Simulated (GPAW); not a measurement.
# Mo in GPAW: settings compared

The runs below take Mo through single point, with LDA, PBE.

Program: GPAW 26.7.0. These are calculated values, not measurements. Logs are shortened: lines on timing, memory, paths and dates and some standing lists are left out, and cuts for length are marked. The log counts tension as positive stress, the text compression.

## Step 1: The cell of the first run

The cell holds a slab with vacuum, 9 atoms: a = 2.721 Å, b = 4.443 Å, c = 25.262 Å, α = 90.00°, β = 90.00°, γ = 90.00°.

The slab is cut from a database's or a generator's crystal, which needn't be the stable form of the element.

## Step 2: Single point, LDA (the (2 1 1) slab of Mo, cut from the database cell, not relaxed)

The input, run.py:

```python
import numpy as np
from ase.dft.bandgap import bandgap
from ase.io import read, write
from gpaw import GPAW, PW

atoms = read('Mo.xyz')
atoms.pbc = (True, True, False)

calc = GPAW(mode=PW(450),
            xc='LDA',
            kpts={'size': (10, 6, 1), 'gamma': True},
            occupations={'name': 'fermi-dirac', 'width': 0.05},
            nbands=106,
            convergence={'density': 1e-05, 'energy': 1e-05},
            maxiter=150,
            poissonsolver={'dipolelayer': 'xy'},
            txt='gpaw.txt')
atoms.calc = calc
energy = atoms.get_potential_energy()
forces = atoms.get_forces()
calc.write('gs.gpw')
write('result.traj', atoms)
print(f'Energy: {energy:.6f} eV')
print('Forces (eV/A):')
print(forces.round(4))
print('Fermi level:', round(calc.get_fermi_level(), 4), 'eV')
print(f'Gap: {bandgap(calc)[0]:.4f} eV, direct: {bandgap(calc, direct=True)[0]:.4f} eV')

v = calc.get_electrostatic_potential().mean(axis=(0, 1))
z = np.arange(len(v)) * atoms.cell[2, 2] / len(v)
ef = calc.get_fermi_level()
np.savetxt('planar.dat', np.c_[z, v], fmt='%.4f')
below, above = np.interp([1.5, atoms.cell[2, 2] - 1.5], z, v) - ef
print(f'Work functions: bottom {below:.4f} eV, top {above:.4f} eV')
print('Dipole moment:', *calc.get_dipole_moment().round(5), 'e A')
```

The input, Mo.xyz:

```xyz
9
Lattice="2.7210518187 -0.0000000000 -0.0000000000 0.0000000000 4.4434590130 -0.0000000000 0.0000000000 0.0000000000 25.2617290291" Properties=species:S:1:pos:R:3 pbc="T T T"
Mo     0.9070172729      2.2217295065      7.5000000000
Mo     1.8140345458      0.0000000000      8.7827161286
Mo     0.0000000000      2.2217295065     10.0654322573
Mo     0.9070172729      0.0000000000     11.3481483859
Mo     1.8140345458      2.2217295065     12.6308645145
Mo     0.0000000000      0.0000000000     13.9135806432
Mo     0.9070172729      2.2217295065     15.1962967718
Mo     1.8140345458      0.0000000000     16.4790129005
Mo     0.0000000000      2.2217295065     17.7617290291
```

Potentials or basis: the program's PAW data sets (release 1.2.1) made for this functional, pw.

Started as:

```bash
> OMP_NUM_THREADS=1 python run.py
```

gpaw.txt:

```text
__  _  _
 | _ |_)|_||  |
 |__||  | ||/\| - 26.7.0

Input parameters:
  mode=PW(ecut=450.00000000000006),
  convergence={'density': 1e-05, 'energy': 1e-05},
  kpts=MonkhorstPack(size=(10, 6, 1), gamma=True),
  maxiter=150,
  nbands=106,
  occupations=Occupations(name='fermi-dirac', width=0.05),
  poissonsolver=PoissonSolver(dipolelayer='xy'),
  xc=XC(name='LDA')

Diagonalizing LCAO Hamiltonian
Converting LCAO to pw mode
    .------.
   /|      |
  / |      |
 *  |      |
 |  |      |
 |  |      |
 |  |      |
 |  |      |
 |  |      |
 |  |      |
 |  |      |
 | Mo      |
 |  |      |
 |  |      |
 |  |MMo   |
 |  |      |
 |  |      |
 Mo |  Mo  |
 |  |      |
 |  |      |
 | Mo      |
 |  |      |
 |  |      |
 |  |MMo   |
 |  |      |
 |  |      |
 |  |      |
 |  |      |
 |  |      |
 |  |      |
 |  |      |
 |  .------.
 | /      /
 |/      /
 *------*

Atoms  # Å, Bohr magnetons
|   | symbol |        x |        y |         z |    initial magnetic moments |
|---|--------|----------|----------|-----------|-----------------------------|
| 0 |     Mo | 0.907017 | 2.221730 |  7.500000 | ( 0.0000,  0.0000,  0.0000) |
| 1 |     Mo | 1.814035 | 0.000000 |  8.782716 | ( 0.0000,  0.0000,  0.0000) |
| 2 |     Mo | 0.000000 | 2.221730 | 10.065432 | ( 0.0000,  0.0000,  0.0000) |
| 3 |     Mo | 0.907017 | 0.000000 | 11.348148 | ( 0.0000,  0.0000,  0.0000) |
| 4 |     Mo | 1.814035 | 2.221730 | 12.630865 | ( 0.0000,  0.0000,  0.0000) |
| 5 |     Mo | 0.000000 | 0.000000 | 13.913581 | ( 0.0000,  0.0000,  0.0000) |
| 6 |     Mo | 0.907017 | 2.221730 | 15.196297 | ( 0.0000,  0.0000,  0.0000) |
| 7 |     Mo | 1.814035 | 0.000000 | 16.479013 | ( 0.0000,  0.0000,  0.0000) |
| 8 |     Mo | 0.000000 | 2.221730 | 17.761729 | ( 0.0000,  0.0000,  0.0000) |

Unit cell  # Å
| periodic |        x |         y |         z |   lengths |    angles |
|----------|----------|-----------|-----------|-----------|-----------|
|      yes | 2.721052 | -0.000000 | -0.000000 |  2.721052 | 90.000000 |
|      yes | 0.000000 |  4.443459 | -0.000000 |  4.443459 | 90.000000 |
|       no | 0.000000 |  0.000000 | 25.261729 | 25.261729 | 90.000000 |

Number of symmetries: 2
Symmetry operations  # r_c * U_cc + t_c -> r_c
|   | kind |            matrix            |
|---|------|------------------------------|
| 0 |  E   |  1, 0, 0,  0, 1, 0,  0, 0, 1 |
| 1 |  σ   |  1, 0, 0,  0,-1, 0,  0, 0, 1 |

BZ-sampling:
  Number of BZ points: 60
  Number of IBZ points: 24

  Monkhorst-Pack size: [10, 6, 1]
  Monkhorst-Pack shift: [0.05, 0.08333333333333333, 0.0]

K-points  # in reciprocal-cell coordinates
|     |                                coordinates |     weight |
|-----|--------------------------------------------|------------|
|   0 | (  0.00000000,   0.00000000,   0.00000000) | 0.01666667 |
|   1 | (  0.00000000,   0.16666667,   0.00000000) | 0.03333333 |
|   2 | (  0.00000000,   0.33333333,   0.00000000) | 0.03333333 |
|   3 | (  0.00000000,   0.50000000,   0.00000000) | 0.01666667 |
|   4 | (  0.10000000,   0.00000000,   0.00000000) | 0.03333333 |
|   5 | (  0.10000000,   0.16666667,   0.00000000) | 0.06666667 |
|   6 | (  0.10000000,   0.33333333,   0.00000000) | 0.06666667 |
|   7 | (  0.10000000,   0.50000000,   0.00000000) | 0.03333333 |
|   8 | (  0.20000000,   0.00000000,   0.00000000) | 0.03333333 |
|   9 | (  0.20000000,   0.16666667,   0.00000000) | 0.06666667 |
| ... |                                            |            |
|  23 | (  0.50000000,   0.50000000,   0.00000000) | 0.01666667 |

Plane wave coefficients: 6664
Cutoff: 450.00000000000006 eV

Spin-components: 1 (collinear spins)
Bands:           106
Projectors:      54
Spin-degeneracy: 2
Datatype:        complex128

Parallelization:
  kpt:    1
  domain: 1
  band:   1

Density:
  Valence electrons: 126.0
  Components: 1
  Grid points: [ 14  24 125]
  Charge: 0.0  # |e|

Potential:
  Grid points: [ 14  24 125]

species:
  Mo:
    name:    Molybdenum
    Z:       42.0
    valence: 14
    core:    28
    charge:  0.0  # [|e|]
    compensation charges:
      type: gauss
      rc: 0.38  # [Å]
      lmax: 2
    cutoffs:
      filter: 2.16  # [Å]
      core: 1.42  # [Å]
    projectors
    | kind |    occ | energy [eV] | rcut [Å] |
    |------|--------|-------------|----------|
    |   4s |  2.000 |     -64.384 |    1.238 |
    |   5s |  1.000 |      -4.319 |    1.238 |
    |   4p |  6.000 |     -38.595 |    1.296 |
    |   5p |  0.000 |      -1.161 |    1.296 |
    |   4d |  5.000 |      -3.933 |    1.296 |
    |    d |        |      23.278 |    1.296 |

    Using partial waves for Mo as LCAO basis

Reference energy: -990178.317338  # eV

eigensolver:
  PPCG
  Converge bands: occupied
  niter=2

density mixing:
  MSR1-Mixer
  Pratt-step length: 0.05
  Maximum mixing coefficient: 0.75
  Old densities: 10
  SVD Regularization: 0.005
  Good broyden scale: 1.0
  Trust region scale: 1.0
  Backstep threshold: 4.0
  History deletion threshold: 6.0
  Fourier metric: weight=20.0, sigma=0.015

occupation numbers:
  Fermi-Dirac:
    width: 0.0500  # eV

<gpaw.new.pw.poisson.DipoleLayerPWPoissonSolver object>
xc functional:
  name: None

convergence criteria:
- Maximum integral of absolute [dens]ity change: 1e-05 electrons / valence electron
- Maximum [total energy] change in last 3 cyles: 1e-05 eV / valence electron
- Maximum integral of absolute [eigenst]ate change: 4e-08 eV^2 / valence electron
maximum number of iterations: 150

SCF iterations
|iter     | |      energy | eigst |  dens |
|---------|-|-------------|-------|-------|
|iter:   1| | -115.980373 | +0.54 |       |
|iter:   2| | -114.200636 | -1.14 | -0.98 |
|iter:   3| | -222.987359 | -0.09 | -1.03 |
|iter:   4| | -129.410666 | -0.04 | -0.52 |
|iter:   5| | -154.018172 | -0.86 | -0.78 |
|iter:   6| | -119.011156 | -1.14 | -0.68 |
|iter:   7| | -109.038551 | -1.94 | -0.99 |
|iter:   8| | -111.498380 | -1.23 | -1.29 |
|iter:   9| | -107.760471 | -1.85 | -1.21 |
|iter:  10| | -107.170494 | -2.56 | -1.49 |
|iter:  11| | -106.979680 | -2.47 | -1.67 |
|iter:  12| | -107.015080 | -2.75 | -1.92 |
|iter:  13| | -106.937253 | -3.10 | -1.97 |
|iter:  14| | -106.900213 | -3.43 | -2.11 |
|iter:  15| | -106.894194 | -3.69 | -2.38 |
|iter:  16| | -106.892819 | -4.16 | -2.65 |
|iter:  17| | -106.893185 | -4.38 | -2.74 |
|iter:  18| | -106.911132 | -4.27 | -2.77 |
|iter:  19| | -106.889380 | -4.69 | -2.38 |
|iter:  20| | -106.889368 | -6.22 | -3.62 |
|iter:  21| | -106.889494c| -6.17 | -3.85 |
|iter:  22| | -106.889375c| -6.21 | -3.53 |
|iter:  23| | -106.889376c| -6.96 | -3.85 |
|iter:  24| | -106.889362c| -7.65c| -4.16 |
|iter:  25| | -106.889364c| -7.64c| -4.80 |
|iter:  26| | -106.889365c| -7.59c| -4.87 |
|iter:  27| | -106.889365c| -7.82c| -4.53 |
|iter:  28| | -106.889363c| -8.33c| -5.07c|

Converged in 28 steps
Energy contributions relative to reference atoms: (reference = -990178.317338)

Energy contributions:
  Kinetic:        -144.887304
  Coulomb:          92.819611
  Zero:             -1.926939
  External:          0.000000
  Xc:              -52.865734
  Entropy:          -0.057994
  Spinorbit:         0.000000
  ----------------------------
  Free energy:    -106.918360
  Extrapolated:   -106.889363

dipole moment: (-30.633906, -66.647680, 0.000037)  # |e|*Ang

Fermi level: 3.793
Eigenvalues  # (at kpt = [0.000, 0.000, 0.000])
| band index |      eig [eV] | occ [0-2] |
|------------|---------------|-----------|
|          0 |       -57.392 |     2.000 |
|        ... |               |           |
|         56 |         2.100 |     2.000 |
|         57 |         2.302 |     2.000 |
|         58 |         2.330 |     2.000 |
|         59 |         2.334 |     2.000 |
|         60 |         2.659 |     2.000 |
|         61 |         2.735 |     2.000 |
[... 8 lines left out ...]
|         70 |         5.204 |     0.000 |
|         71 |         5.380 |     0.000 |
|        ... |               |           |
|        105 |        15.255 |     0.000 |

No gap
No difference between direct/indirect transitions
vacuum-level: 8.193  # V
Workfunctions: 4.400, 4.400 eV (top, bottom)

Forces  # eV/Ang
|        x |       y |        z |
|----------|---------|----------|
| -0.02009 | 0.00000 |  2.23348 |  # Mo   0
| -0.26742 | 0.00000 | -0.68768 |  # Mo   1
|  0.29826 | 0.00000 | -0.73818 |  # Mo   2
|  0.10734 | 0.00000 | -0.25763 |  # Mo   3
|  0.00003 | 0.00000 |  0.00002 |  # Mo   4
| -0.10727 | 0.00000 |  0.25743 |  # Mo   5
| -0.29851 | 0.00000 |  0.73840 |  # Mo   6
|  0.26760 | 0.00000 |  0.68792 |  # Mo   7
|  0.02002 | 0.00000 | -2.23467 |  # Mo   8

# Writing to gs.gpw (mode='')
```

Wall time 7.5 min (1 thread of Intel Xeon 6975P-C (Granite Rapids), shared host); peak memory 0.54 GiB.

What came out:

```
Free energy                     : -106.9184 eV
Largest force                   : 2.235 eV/Å
Band gap on the k mesh          : none (metal or under the smearing width)
Dipole across the slab          : 0.00 e·Å
Work function of the upper face : 4.40 eV
Work function of the lower face : 4.40 eV
```

Forces on the atoms (eV/Å):
```
Mo  -0.020  0.000  2.233
Mo  -0.267  0.000 -0.688
Mo   0.298  0.000 -0.738
Mo   0.107  0.000 -0.258
Mo   0.000  0.000  0.000
Mo  -0.107  0.000  0.257
Mo  -0.299  0.000  0.738
Mo   0.268  0.000  0.688
Mo   0.020  0.000 -2.235
```

## Step 3: Single point, PBE (the (2 1 1) slab of Mo, cut from the database cell, not relaxed)

Changes to run.py since step 2:

```diff
@@ -9,3 +9,3 @@
 calc = GPAW(mode=PW(450),
-            xc='LDA',
+            xc='PBE',
             kpts={'size': (10, 6, 1), 'gamma': True},
```

Mo.xyz is that of step 2.

Potentials or basis: GPAW PAW data sets (gpaw-data 1.2.1), pw.

Started as:

```bash
> OMP_NUM_THREADS=1 python run.py
```

Wall time 8.7 min (1 thread of Intel Xeon 6975P-C (Granite Rapids), shared host); peak memory 0.54 GiB.

The run converged. Its results:

| Quantity | Value |
| --- | --- |
| Free energy | -96.5592 eV |
| Largest force | 1.500 eV/Å |
| Band gap on the k mesh | none (metal or under the smearing width) |
| Dipole across the slab | 0.00 e·Å |
| Work function of the upper face | 4.09 eV |
| Work function of the lower face | 4.09 eV |

Forces on the atoms (eV/Å):
```
Mo  -0.064  0.000  1.499
Mo  -0.221  0.000 -0.949
Mo   0.301  0.000 -0.746
Mo   0.100  0.000 -0.262
Mo   0.000  0.000  0.000
Mo  -0.100  0.000  0.262
Mo  -0.301  0.000  0.746
Mo   0.221  0.000  0.950
Mo   0.064  0.000 -1.498
```

Levels at points of the mesh, in eV from the Fermi level:
| k point | band 59 | band 60 | band 61 | band 62 | band 63 | band 64 | band 65 | band 66 | band 67 | band 68 |
| --- | --- | --- | --- | --- | --- | --- | --- | --- | --- | --- |
| (0.00, 0.00, 0.00) | -1.46 | -1.46 | -1.13 | -1.06 | -0.43 | -0.13 | 0.03 | 0.67 | 0.89 | 0.91 |
| (0.00, 0.50, 0.00) | -1.04 | -1.02 | -0.12 | -0.07 | 0.58 | 0.95 | 0.96 | 0.96 | 0.96 | 1.20 |
| (0.50, 0.00, 0.00) | -0.62 | -0.27 | 0.57 | 0.87 | 0.99 | 1.08 | 1.18 | 1.56 | 1.63 | 1.70 |
| (0.50, 0.50, 0.00) | -0.73 | -0.71 | -0.61 | 0.39 | 0.55 | 0.63 | 0.91 | 0.92 | 1.11 | 1.19 |
